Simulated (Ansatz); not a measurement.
# C2H5NSi: shape, modes and thermochemistry

Aim: relax C2H5NSi from a cheap starting geometry, then compute its harmonic vibrations to see whether it is a minimum and to get the zero-point energy and entropy.

Computed with Ansatz 0.2.0, Gaussian basis. Level: RKS PBE0-D4/def2-TZVP.

Levels to be run: relaxation at PBE-D4/def2-SVP; relaxation at PBE0-D4/def2-TZVP; harmonic vibrations at the same level.

1 further run of the same task is left out (set aside as unsound or not needed).

## (1) The starting structure

SMILES `C1=N[SiH2]C1`, 9 atoms, charge 0, spin multiplicity 1.

Atoms are counted from 1 here; the program's logs count them from 0.

Bond lengths: C1–N2 1.315 Å, C1–C4 1.525 Å, C1–H5 1.076 Å, N2–Si3 1.739 Å, Si3–C4 1.808 Å, Si3–H6 1.463 Å, Si3–H7 1.537 Å, C4–H8 1.125 Å, C4–H9 1.094 Å. Angles: N2–C1–C4 100.4°, N2–C1–H5 130.6°, C4–C1–H5 128.7°, C1–N2–Si3 96.7°, N2–Si3–C4 76.1°, N2–Si3–H6 112.1°, N2–Si3–H7 108.7°, C4–Si3–H6 120.6°, C4–Si3–H7 112.8°, H6–Si3–H7 118.2°, C1–C4–Si3 86.8°, C1–C4–H8 112.1°, C1–C4–H9 116.6°, Si3–C4–H8 113.1°, Si3–C4–H9 120.7°, H8–C4–H9 106.7°.

Coordinates:

```xyz
9
charge 0, multiplicity 1
C     0.2885   -0.9655   -0.7831
N     0.6372    0.2085   -1.2633
Si    0.0844    1.1527    0.0879
C    -0.2964   -0.5494    0.5627
H     0.2969   -1.9394   -1.2398
H    -0.9855    2.0771   -0.2871
H     1.3082    1.7183    0.8262
H    -1.4015   -0.7530    0.6260
H     0.1566   -0.9956    1.4534
```

The start is a force-field geometry with small random shifts, so a cheaper pass at PBE-D4/def2-SVP comes first.

## (2) Geometry optimisation, PBE-D4/def2-SVP (cheap first pass)

File in.yaml:

```yaml
crystal:
  periodic: [false, false, false]
  atoms:
    - {symbol: C, position_ang: [0.288500, -0.965500, -0.783100]}
    - {symbol: N, position_ang: [0.637200, 0.208500, -1.263300]}
    - {symbol: Si, position_ang: [0.084400, 1.152700, 0.087900]}
    - {symbol: C, position_ang: [-0.296400, -0.549400, 0.562700]}
    - {symbol: H, position_ang: [0.296900, -1.939400, -1.239800]}
    - {symbol: H, position_ang: [-0.985500, 2.077100, -0.287100]}
    - {symbol: H, position_ang: [1.308200, 1.718300, 0.826200]}
    - {symbol: H, position_ang: [-1.401500, -0.753000, 0.626000]}
    - {symbol: H, position_ang: [0.156600, -0.995600, 1.453400]}
basis:
  gaussian: {orbitals: def2-SVP}
hamiltonian: {xc: pbe, dispersion: d4}
relax: {f_tol: 0.03, max_steps: 200}
```

Command:

```sh
$ ansatz run in.yaml --threads 2 --pin off --events-out ev --progress --plain --max-ram 4352MiB
```

The log of the run, cut to the lines that bear on the results:

```text
Functional definition: PBE
  name "PBE"
  cite "Perdew, Burke & Ernzerhof, Phys. Rev. Lett. 77, 3865 (1996) doi:10.1103/PhysRevLett.77.3865"
  parent pbe
[...]
974 factors; their error is unknown
[...]
mean field -11507.33374129 eV, -422.8867150414 hartree, gradient 1.1e-5 eV, S^2 0.000000; 0 other end points of the search recorded, 0 dependent functions left out
[...]
reference -11507.33377229 eV, -422.8867161809 hartree; 19, 19 occupied and 66, 66 virtual orbitals, 974 factors
relax step   1: F+E_penalty+E_count = -11507.51280117 eV  Δ(F+E_penalty+E_count) = +0.000e0 eV  max|allowed force component| = 4.352e0 eV/Å  Δτ_max = 0.0000 Å  (29 SCF iters, accepted)
[...]
relax step   5: F+E_penalty+E_count = -11508.23065395 eV  Δ(F+E_penalty+E_count) = -5.310e-3 eV  max|allowed force component| = 8.091e-2 eV/Å  Δτ_max = 0.0371 Å  (28 SCF iters, accepted)
[...]
relax step   6: F+E_penalty+E_count = -11508.23163640 eV  Δ(F+E_penalty+E_count) = -9.825e-4 eV  max|allowed force component| = 1.889e-2 eV/Å  Δτ_max = 0.0168 Å  (29 SCF iters, accepted)
974 factors; their error is unknown
[...]
mean field -11508.05716704 eV, -422.9133004474 hartree, gradient 2.4e-5 eV, S^2 0.000000; 1 other end points of the search recorded, 0 dependent functions left out
[...]
reference -11508.05719852 eV, -422.9133016042 hartree; 19, 19 occupied and 66, 66 virtual orbitals, 974 factors
Total energy: -11508.23166788 eV, -422.9197132349 hartree
Atom 0 at     0.249662    -0.897910    -0.765610 Å, force    -0.006269    -0.018585     0.018886 eV/Å
Atom 1 at     0.697232     0.158135    -1.375510 Å, force     0.004213     0.007675    -0.007397 eV/Å
Atom 2 at     0.154572     1.155048     0.049113 Å, force    -0.006084     0.008986     0.004453 eV/Å
Atom 3 at    -0.369651    -0.603414     0.599390 Å, force     0.010810     0.011247    -0.018711 eV/Å
Atom 4 at     0.319305    -1.920226    -1.212533 Å, force     0.001463    -0.005278    -0.007454 eV/Å
Atom 5 at    -0.929577     2.153684    -0.248886 Å, force     0.003482     0.003647    -0.000869 eV/Å
Atom 6 at     1.263724     1.829405     0.808088 Å, force    -0.001373     0.004442     0.001224 eV/Å
Atom 7 at    -1.451016    -0.843571     0.673089 Å, force    -0.004686    -0.002457     0.007875 eV/Å
Atom 8 at     0.154149    -1.077452     1.455759 Å, force    -0.001556    -0.009676     0.001992 eV/Å
Dipole moment:    -0.209807    -0.132919     0.393784 e Å
```

Run time: 9 s. Hardware: 2 threads of Arm Neoverse V1, shared host.

Relaxation path:

| step | energy from step 1 (eV) | largest force component (eV/Å) |
| --- | --- | --- |
| 1 | 0.0000 | 4.3521 |
| 2 | -0.6359 | 1.3503 |
| 3 | -0.7066 | 0.3972 |
| 4 | -0.7125 | 0.3134 |
| 5 | -0.7179 | 0.0809 |
| 6 | -0.7188 | 0.0189 |

Close pairs (by a distance rule), those that changed most:

| bond | before (Å) | after (Å) | change (Å) |
| --- | --- | --- | --- |
| Si3–C4 | 1.808 | 1.916 | +0.108 |
| N2–Si3 | 1.739 | 1.822 | +0.083 |
| C1–H5 | 1.076 | 1.118 | +0.042 |
| Si3–H6 | 1.463 | 1.504 | +0.041 |
| Si3–H7 | 1.537 | 1.504 | -0.033 |
| C1–N2 | 1.315 | 1.299 | -0.016 |
| C4–H9 | 1.094 | 1.110 | +0.016 |
| C4–H8 | 1.125 | 1.110 | -0.015 |

## (3) Relaxation at PBE0-D4/def2-TZVP

File in.yaml:

```yaml
crystal:
  periodic: [false, false, false]
  atoms:
    - {symbol: C, position_ang: [0.249662, -0.897910, -0.765610]}
    - {symbol: N, position_ang: [0.697232, 0.158135, -1.375510]}
    - {symbol: Si, position_ang: [0.154572, 1.155048, 0.049113]}
    - {symbol: C, position_ang: [-0.369651, -0.603414, 0.599390]}
    - {symbol: H, position_ang: [0.319305, -1.920226, -1.212533]}
    - {symbol: H, position_ang: [-0.929577, 2.153684, -0.248886]}
    - {symbol: H, position_ang: [1.263724, 1.829405, 0.808088]}
    - {symbol: H, position_ang: [-1.451016, -0.843571, 0.673089]}
    - {symbol: H, position_ang: [0.154149, -1.077452, 1.455759]}
basis:
  gaussian: {orbitals: def2-TZVP}
hamiltonian: {xc: pbe0, dispersion: d4}
relax: {f_tol: 0.005, max_steps: 150}
```

Launched as before.

The log of the run, cut to the lines that bear on the results:

```text
Functional definition: PBE0
  name "PBE0"
  cite "Adamo & Barone, J. Chem. Phys. 110, 6158 (1999) doi:10.1063/1.478522"
  cite "Perdew, Burke & Ernzerhof, Phys. Rev. Lett. 77, 3865 (1996) doi:10.1103/PhysRevLett.77.3865"
  parent pbe
[...]
1003 factors; their error is unknown
[...]
mean field -11516.01550601 eV, -423.2057640101 hartree, gradient 2.9e-5 eV, S^2 0.000000; 0 other end points of the search recorded, 0 dependent functions left out
[...]
reference -11516.01553597 eV, -423.2057651111 hartree; 19, 19 occupied and 141, 141 virtual orbitals, 1003 factors
relax step   1: F+E_penalty+E_count = -11516.16054295 eV  Δ(F+E_penalty+E_count) = +0.000e0 eV  max|allowed force component| = 1.072e0 eV/Å  Δτ_max = 0.0000 Å  (28 SCF iters, accepted)
[...]
Total energy: -11516.21533889 eV, -423.2131077329 hartree
Atom 0 at     0.246881    -0.887841    -0.757705 Å, force     0.002842     0.002098     0.000022 eV/Å
Atom 1 at     0.687179     0.160561    -1.350787 Å, force    -0.001248    -0.001900     0.000620 eV/Å
Atom 2 at     0.153696     1.133373     0.045132 Å, force     0.000513     0.002057     0.002014 eV/Å
Atom 3 at    -0.368058    -0.594658     0.599368 Å, force    -0.001565    -0.002089    -0.002276 eV/Å
Atom 4 at     0.316120    -1.889838    -1.201284 Å, force    -0.001267    -0.000111     0.000461 eV/Å
Atom 5 at    -0.914856     2.123323    -0.250437 Å, force     0.000298    -0.000709    -0.000484 eV/Å
Atom 6 at     1.246403     1.805481     0.795734 Å, force    -0.000392    -0.000197    -0.000477 eV/Å
Atom 7 at    -1.431826    -0.831949     0.666818 Å, force     0.000256     0.000314     0.000542 eV/Å
Atom 8 at     0.152862    -1.064753     1.436062 Å, force     0.000563     0.000538    -0.000421 eV/Å
Dipole moment:    -0.218529    -0.170715     0.399468 e Å
```

Run time: 23 s. Hardware: 2 threads of Arm Neoverse V1, shared host.

The steps of the relaxation:

| step | energy from step 1 (eV) | largest force component (eV/Å) |
| --- | --- | --- |
| 1 | 0.0000 | 1.0719 |
| 2 | -0.0460 | 0.4275 |
| 3 | -0.0546 | 0.0618 |
| 4 | -0.0548 | 0.0141 |
| 5 | -0.0548 | 0.0104 |
| 6 | -0.0548 | 0.0028 |

Distances of close pairs at the start and the end, largest changes first:

| bond | before (Å) | after (Å) | change (Å) |
| --- | --- | --- | --- |
| N2–Si3 | 1.822 | 1.783 | -0.038 |
| Si3–C4 | 1.916 | 1.888 | -0.027 |
| C1–H5 | 1.118 | 1.098 | -0.020 |
| C4–H9 | 1.110 | 1.092 | -0.018 |
| C4–H8 | 1.110 | 1.092 | -0.018 |
| Si3–H6 | 1.504 | 1.486 | -0.017 |
| Si3–H7 | 1.504 | 1.486 | -0.017 |
| C1–N2 | 1.299 | 1.282 | -0.017 |

Mulliken charges at the end point, from the run's report:

| atom | value (e) |
| --- | --- |
| C1 | 0.05 |
| N2 | -0.33 |
| Si3 | 0.34 |
| C4 | -0.39 |
| H5 | 0.11 |
| H6 | -0.03 |
| H7 | -0.03 |
| H8 | 0.14 |
| H9 | 0.14 |

## (4) Harmonic vibrations

File in.yaml:

```yaml
crystal:
  periodic: [false, false, false]
  atoms:
    - {symbol: C, position_ang: [0.246881, -0.887841, -0.757705]}
    - {symbol: N, position_ang: [0.687179, 0.160561, -1.350787]}
    - {symbol: Si, position_ang: [0.153696, 1.133373, 0.045132]}
    - {symbol: C, position_ang: [-0.368058, -0.594658, 0.599368]}
    - {symbol: H, position_ang: [0.316120, -1.889838, -1.201284]}
    - {symbol: H, position_ang: [-0.914856, 2.123323, -0.250437]}
    - {symbol: H, position_ang: [1.246403, 1.805481, 0.795734]}
    - {symbol: H, position_ang: [-1.431826, -0.831949, 0.666818]}
    - {symbol: H, position_ang: [0.152862, -1.064753, 1.436062]}
basis:
  gaussian: {orbitals: def2-TZVP}
hamiltonian: {xc: pbe0, dispersion: d4}
phonons: {temperatures: {t_min: 298.15, t_max: 900, t_step: 200}}
```

The command is unchanged.

The log of the run, cut to the lines that bear on the results:

```text
Functional definition: PBE0
  name "PBE0"
  cite "Adamo & Barone, J. Chem. Phys. 110, 6158 (1999) doi:10.1063/1.478522"
  cite "Perdew, Burke & Ernzerhof, Phys. Rev. Lett. 77, 3865 (1996) doi:10.1103/PhysRevLett.77.3865"
  parent pbe
[...]
1003 factors; their error is unknown
[...]
mean field -11516.06984665 eV, -423.2077609918 hartree, gradient 2.3e-5 eV, S^2 0.000000; 0 other end points of the search recorded, 0 dependent functions left out
[...]
reference -11516.06987632 eV, -423.2077620824 hartree; 19, 19 occupied and 141, 141 virtual orbitals, 1003 factors
[...]
1003 factors; their error is unknown
mean field -11516.06977147 eV, -423.2077582289 hartree, gradient 1.2e-6 eV, S^2 0.000000; 0 other end points of the search recorded, 0 dependent functions left out
[...]
reference -11516.06980114 eV, -423.2077593196 hartree; 19, 19 occupied and 141, 141 virtual orbitals, 1003 factors
[...]
Atom 1 at     0.687179     0.160561    -1.350787 Å, force    -0.001268    -0.001952     0.000647 eV/Å
Atom 2 at     0.153696     1.133373     0.045132 Å, force     0.000507     0.002073     0.002031 eV/Å
Atom 3 at    -0.368058    -0.594658     0.599368 Å, force    -0.001534    -0.002076    -0.002290 eV/Å
Atom 4 at     0.316120    -1.889838    -1.201284 Å, force    -0.001266    -0.000115     0.000457 eV/Å
Atom 5 at    -0.914856     2.123323    -0.250437 Å, force     0.000300    -0.000714    -0.000487 eV/Å
Atom 6 at     1.246403     1.805481     0.795734 Å, force    -0.000395    -0.000204    -0.000480 eV/Å
Atom 7 at    -1.431826    -0.831949     0.666818 Å, force     0.000243     0.000311     0.000542 eV/Å
Atom 8 at     0.152862    -1.064753     1.436062 Å, force     0.000559     0.000538    -0.000425 eV/Å
Dipole moment:    -0.218529    -0.170717     0.399467 e Å
Vibrations: 217.82 493.14 583.68 644.45 675.15 780.44 795.82 867.46 872.36 940.00 971.17 1118.13 1129.39 1316.72 1419.28 1626.78 2222.54 2230.14 3042.19 3082.79 3135.39 cm⁻¹, zero-point energy 1.745997 eV
```

Run time: 2.1 min. Hardware: 2 threads of Arm Neoverse V1, shared host.

Motions are named by where the mode's potential energy lies. The modes, unscaled (a negative number is an imaginary wavenumber):

| mode | cm⁻¹ | motion |
| --- | --- | --- |
| 1 | 218 | torsion |
| 2 | 493 | torsion with bend |
| 3 | 584 | bend with Si–C stretch |
| 4 | 644 | torsion with bend |
| 5 | 675 | Si–N stretch with bend |
| 6 | 780 | torsion with bend |
| 7 | 796 | torsion with bend |
| 8 | 867 | torsion |
| 9 | 872 | bend with Si–N stretch |
| 10 | 940 | C–C stretch with torsion |
| 11 | 971 | bend with torsion |
| 12 | 1118 | bend |
| 13 | 1129 | bend |
| 14 | 1317 | bend |
| 15 | 1419 | bend |
| 16 | 1627 | C–N stretch with bend |
| 17 | 2223 | Si–H stretch |
| 18 | 2230 | Si–H stretch |
| 19 | 3042 | C–H stretch |
| 20 | 3083 | C–H stretch |
| 21 | 3135 | C–H stretch |

Ideal gas, rigid rotor and harmonic oscillator at 298.15 K and 1 bar, with symmetry number 1:

| term | value |
| --- | --- |
| zero-point energy | 40.3 kcal/mol |
| H(298) − E | 43.7 kcal/mol |
| entropy, translation | 162.0 J/(mol K) |
| entropy, rotation | 101.3 J/(mol K) |
| entropy, vibration | 20.9 J/(mol K) |
| entropy, total | 284.2 J/(mol K) |

## (5) Outcome

```
                  quantity            value
               point group               Cs
                     steps            6 + 6
shift from the start (rms)          0.092 Å
              total energy   -11516.2153 eV
           dispersion term         -145 meV
             dipole moment           2.34 D
lowest, highest wavenumber   218, 3135 cm⁻¹
         zero-point energy    40.3 kcal/mol
       entropy at 298.15 K  284.2 J/(mol K)
```

The relaxed geometry lies 0.09 Å (rms) from the start; the bond that changed most is Si3–C4, from 1.808 to 1.888 Å. All wavenumbers are real, so the end point is a minimum. The stiffest mode, 3135 cm⁻¹, is a C–H stretch. Harmonic hybrid wavenumbers usually lie a few per cent above measured fundamentals. The largest Mulliken charge, -0.39 e, sits on C4.
